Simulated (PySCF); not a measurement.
# BHLYP/def2-TZVPP (core potential) run of InF (SMILES [F][In])

Aim: the vertical singlet–triplet gap of InF at BHLYP/def2-TZVPP (core potential), from 2 runs. Input form: a Python script.

The results are computed with PySCF 2.14.0.

4 further runs of the same task are left out: 4 set aside as unsound or not needed.

### Step 1. The structure to begin with

The species is InF (2 atoms), meant as a singlet with charge 0. SMILES: `[F][In]`. Geometry: relaxed at PBE0-D4/def2-TZVP.

Bond lengths: F1–In2 1.994 Å.

### Step 2. The energy at BHLYP/def2-TZVPP (core potential)

Input file run.py:

```python
from pyscf import gto, dft

mol = gto.Mole()
mol.atom = 'F 0.000000 0.000000 0.015910; In -0.000000 -0.000000 2.009580'
mol.basis = 'def2-tzvpp'
mol.verbose = 3
mol.max_memory = 1860
mol.charge = 0
mol.ecp = {'In': 'def2-svp'}
mol.build()

mf = dft.RKS(mol, xc='bhandhlyp')
mf.grids.level = 5
mf.conv_tol = 1e-10
mf.kernel()
if not mf.converged:
    mf = mf.newton().run(mf.mo_coeff, mf.mo_occ)

e_final = mf.e_tot
print(f'total energy: {e_final:.8f} hartree')
```

Started as:

```bash
$ OMP_NUM_THREADS=1 python run.py
```

Output:

```text
converged SCF energy = -289.971978184788
total energy: -289.97197818 hartree
```

Wall time 6.6 s (1 thread of Arm Neoverse V1, shared host); peak memory 0.37 GiB.

### Step 3. The triplet at the same level

Input file calc.py:

```python
from pyscf import gto, dft

system = gto.Mole()
system.atom = '''
F      0.000000     0.000000     0.030066
In     0.000000     0.000000     3.797556
'''
system.verbose = 4
system.basis = 'def2-tzvpp'
system.ecp = {'In': 'def2-svp'}
system.unit = 'bohr'
system.max_memory = 1860
system.spin = 2
system.build()

ks = dft.UKS(system)
ks.xc = 'bhandhlyp'
ks.conv_tol = 1e-10
ks.grids.level = 5
ks.kernel()
if not ks.converged:
    ks = ks.newton().run(ks.mo_coeff, ks.mo_occ)

e_tot = ks.e_tot
print('E(%s) = %.9f' % ('BHLYP', e_tot))
```

Started as:

```bash
$ OMP_NUM_THREADS=1 python calc.py
```

Output:

```text
PySCF version 2.14.0

[INPUT] num. atoms = 2
[INPUT] num. electrons = 30
[INPUT] charge = 0
[INPUT] spin (= nelec alpha-beta = 2S) = 2
[INPUT] symmetry False subgroup None
[INPUT] Mole.unit = bohr
[INPUT] Symbol           X                Y                Z      unit          X                Y                Z       unit  Magmom
[INPUT]  1 F      0.000000000000   0.000000000000   0.015910242024 AA    0.000000000000   0.000000000000   0.030066000000 Bohr   0.0
[INPUT]  2 In     0.000000000000   0.000000000000   2.009580092393 AA    0.000000000000   0.000000000000   3.797556000000 Bohr   0.0

nuclear repulsion = 50.1660256563388
number of shells = 27
number of NR pGTOs = 137
number of NR cGTOs = 81
basis = def2-tzvpp
ecp = {'In': 'def2-svp'}

******** <class 'pyscf.dft.uks.UKS'> ********
method = UKS
initial guess = minao
damping factor = 0
level_shift factor = 0
DIIS = <class 'pyscf.scf.diis.CDIIS'>
diis_start_cycle = 1
diis_space = 8
diis_damp = 0
SCF conv_tol = 1e-10
SCF conv_tol_grad = None
SCF max_cycles = 50
direct_scf = True
direct_scf_tol = 1e-13
number electrons alpha = 16  beta = 14
XC library pyscf.dft.libxc version 7.0.0
    S. Lehtola, C. Steigemann, M. J.T. Oliveira, and M. A.L. Marques.,  SoftwareX 7, 1–5 (2018)
XC functionals = bhandhlyp
    Defined through Gaussian implementation.
radial grids:
    Treutler-Ahlrichs [JCP 102, 346 (1995); DOI:10.1063/1.469408] (M4) radial grids
[... 11 lines left out ...]
[... the frontier-level lines of each cycle are left out ...]
[... 3 lines left out ...]
[... 9 lines left out ...]
[... 5 lines left out ...]
[... 5 lines left out ...]
[... 5 lines left out ...]
[... 5 lines left out ...]
[... 5 lines left out ...]
[... 5 lines left out ...]

cycle= 9 E= -289.832373438992  delta_E= -6.26e-07  |g|= 0.000132  |ddm|= 0.00325


cycle= 10 E= -289.832373467292  delta_E= -2.83e-08  |g|= 3.44e-05  |ddm|= 0.000591


cycle= 11 E= -289.832373468683  delta_E= -1.39e-09  |g|= 1.36e-05  |ddm|= 9.41e-05


cycle= 12 E= -289.832373468795  delta_E= -1.12e-10  |g|= 4.24e-06  |ddm|= 1.98e-05


cycle= 13 E= -289.832373468807  delta_E= -1.24e-11  |g|= 2.77e-06  |ddm|= 1.14e-05


Extra cycle  E= -289.832373468809  delta_E= -1.14e-12  |g|= 3.57e-06  |ddm|= 4.12e-06
converged SCF energy = -289.832373468809  <S^2> = 2.0065247  2S+1 = 3.0043467
E(BHLYP) = -289.832373469
```

Run time: 13 s. Hardware: 1 thread of Arm Neoverse V1, shared host; peak memory 0.39 GiB.

### Step 4. What came out

Level: BHLYP/def2-TZVPP (core potential).

| quantity | value |
| --- | --- |
| singlet: total energy | -289.97198 Eh |
| singlet: dipole moment | 3.39 D |
| singlet: HOMO energy | -8.49 eV |
| singlet: LUMO energy | -1.01 eV |
| singlet: HOMO–LUMO gap | 7.48 eV |
| triplet: total energy | -289.83237 Eh |
| triplet: dipole moment | 3.21 D |
| triplet: HOMO energy (highest over α and β) | -4.84 eV |
| triplet: ⟨S²⟩ | 2.007 |
| vertical energy of the triplet above the singlet | 3.799 eV |

**Reading.** At this shape the triplet lies 3.80 eV (88 kcal/mol) above the singlet.
